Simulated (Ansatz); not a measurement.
Geometry optimisation, Ansatz 0.2.0, DFT PBE, scalar-relativistic, plane waves, PAW.

Input:

```yaml
crystal:
  lattice:
    - [6.46, 0.0, 0.0]
    - [-4.845, 8.391786, 0.0]
    - [0.0, 0.0, 5.14539]
  atoms:
    - { symbol: Zr, position: [0.0, 0.0, 0.0] }
    - { symbol: Zr, position: [0.16666667, 0.22222223, 0.5] }
    - { symbol: Zr, position: [0.0, 0.33333334, 0.0] }
    - { symbol: Zr, position: [0.16666667, 0.55555557, 0.5] }
    - { symbol: Zr, position: [1.0e-08, 0.66666668, 0.0] }
    - { symbol: Zr, position: [0.16666668, 0.88888891, 0.5] }
    - { symbol: Zr, position: [0.5, 0.0, 0.0] }
    - { symbol: Zr, position: [0.66666667, 0.22222223, 0.5] }
    - { symbol: Zr, position: [0.5, 0.33333334, 0.0] }
    - { symbol: Zr, position: [0.66666667, 0.55555557, 0.5] }
    - { symbol: Zr, position: [0.50000001, 0.66666668, 0.0] }
    - { symbol: Zr, position: [0.66666668, 0.88888891, 0.5] }
    - { symbol: H, position: [0.83487001, 0.11422493, 0.25514975] }
basis:
  ecutwfc: 420.0
kpoints:
  mp_grid: { grid: [3, 2, 3] }
hamiltonian:
  xc: pbe
scf:
  occupations: { method: gaussian, width: 0.1 }
  lower_state_search: "off"
relax:
  f_tol: 0.03
  max_steps: 60
  adjacent_minimum: "off"
```

Run as:

```bash
$ ansatz run input.yaml --threads 4 --pin off --max-ram 10240MiB --backend cpu --events-out ev --progress --plain --runs-dir out
```

Question: Where does it end, and by what steps?

Answer: It converged. Limits of this set-up: coarse k mesh, odd electron count without spin, a small cell, in which the defect meets its images. After 5 steps the energy has fallen by 0.042 eV; Zr2 moved furthest, 0.05 Å.

```tsv
step	energy less start (eV)	largest force component (eV/Å)	accepted
0	0.0000	0.294	yes
1	0.0956	0.764	no
2	-0.0373	0.138	yes
3	-0.0304	0.118	no
4	-0.0411	0.039	yes
5	-0.0420	0.014	yes
```

```xyz
13
Lattice="6.4600 0.0000 0.0000 -4.8450 8.3918 0.0000 0.0000 0.0000 5.1454" Properties=species:S:1:pos:R:3
Zr 0.031 -0.018 0.022
Zr 0.029 1.885 2.606
Zr -1.619 2.838 0.014
Zr -1.613 4.680 2.586
Zr -3.228 5.612 -0.012
Zr -3.235 7.442 2.571
Zr 3.200 -0.015 -0.027
Zr 3.199 1.887 2.555
Zr 1.620 2.818 0.007
Zr 1.612 4.649 2.589
Zr -0.003 5.581 -0.011
Zr 0.003 7.422 2.561
H 4.843 0.934 1.288
```

Whether the end is a true minimum wasn't checked by a vibrational analysis.

Time of the run: 26 s on 4 threads of AMD EPYC 7R13 Processor (Zen 3) (shared host), peak memory 0.95 GiB.
